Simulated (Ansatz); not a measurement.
# Ta: a tetragonal deformation path

The task here is to estimate one member of a computed series from the others.

Program: Ansatz 0.2.0. Level of theory: DFT PBEsol, scalar-relativistic, plane waves, PAW. These are calculated values, not measurements.

### Starting point

It takes space group Im-3m (No. 229, cubic). The conventional cell has a = 3.303 Å, b = 3.303 Å, c = 3.303 Å, α = 90.00°, β = 90.00°, γ = 90.00°. Ta (site symmetry m-3m) is surrounded by 8 Ta at 2.86 Å.

Structure file:

```cif
data_structure
_symmetry_space_group_name_H-M 'Im-3m'
_symmetry_Int_Tables_number 229
_cell_length_a 3.3026
_cell_length_b 3.3026
_cell_length_c 3.3026
_cell_angle_alpha 90.000
_cell_angle_beta 90.000
_cell_angle_gamma 90.000
_cell_volume 36.02
loop_
_atom_site_label
_atom_site_type_symbol
_atom_site_symmetry_multiplicity
_atom_site_Wyckoff_symbol
_atom_site_fract_x
_atom_site_fract_y
_atom_site_fract_z
_atom_site_occupancy
Ta1 Ta 2 a 0.00000 0.00000 0.00000 1
```

The cell is taken as given, not relaxed at this level.

### The reference cell

The reference gives a free energy of -9806.5018 eV, pressure -3.78 GPa, largest force 0.000 eV/Å and gap on the mesh none (metal). It was computed beforehand with the settings of the runs below.

The first run:

At fixed volume and fractional coordinates, lengths along (0.000, 0.000, 1.000) are scaled against those across it; ρ is that ratio over its starting value.

File input.yaml:

```yaml
crystal:
  lattice:
    - [-1.8535924404, 1.8535924404, 1.3104898553]
    - [1.8535924404, -1.8535924404, 1.3104898553]
    - [1.8535924404, 1.8535924404, -1.3104898553]
  atoms:
    - { symbol: Ta, position: [0.0, 0.0, 0.0] }
basis:
  ecutwfc: 420
kpoints:
  mp_grid: { grid: [22, 22, 22] }
hamiltonian:
  xc: pbesol
scf:
  occupations: { method: gaussian, width: 0.15 }
output:
  forces: true
  stress: true
  eigenvalues: true
  write_density: true
  write_potential: true
  elf: true
  volumetric_format: npy
```

Launch:

```bash
> ansatz run input.yaml --threads 1 --pin off --max-ram 2560MiB --backend cpu --events-out ev --progress --plain --runs-dir out
```

Among the steps run: At ρ = 0.707; At ρ = 1.414; ρ = 0.850; Point ρ = 1.200; ρ = 0.780; Point ρ = 1.300; ρ = 0.920; ρ = 1.100; Point ρ = 0.650; At ρ = 1.500; At ρ = 0.960; ρ = 1.050.

One of the session's tables, all rows but one given; the rest of the session is left out.

It belongs to the step «The scan collected». 

| ρ | ΔE (meV/atom) | pressure (GPa) |
| --- | --- | --- |
| 0.650 | 577.6 | 9.7 |
| 0.707 | 405.5 | 4.3 |
| 0.780 | 206.6 | 1.3 |
| 0.850 | 80.1 | -1.4 |
| 0.920 | 25.1 | -3.3 |
| 0.960 | 6.4 | -3.7 |
| 1.000 | 0.0 | -3.8 |
| 1.050 | 9.2 | -3.6 |
| 1.100 | ? | ? |
| 1.200 | 121.5 | -1.2 |
| 1.300 | 216.6 | 1.0 |
| 1.414 | 263.6 | 2.3 |
| 1.500 | 244.2 | 1.6 |

Q: Estimate the row for ρ = 1.100 from the others.

Worked estimate for «ΔE (meV/atom)». A straight line through the neighbours (1.050, 9.2) and (1.200, 121.5) gives 9.2 + (121.5 − 9.2) × (1.100 − 1.050) / (1.200 − 1.050) = 46.6; a parabola fitted to 4 rows on both sides gives 43.0.

**Answer.** ΔE (meV/atom): 35.6; pressure (GPa): -3.0. In «ΔE (meV/atom)» the line misses by +11.0 and the parabola by +7.4.
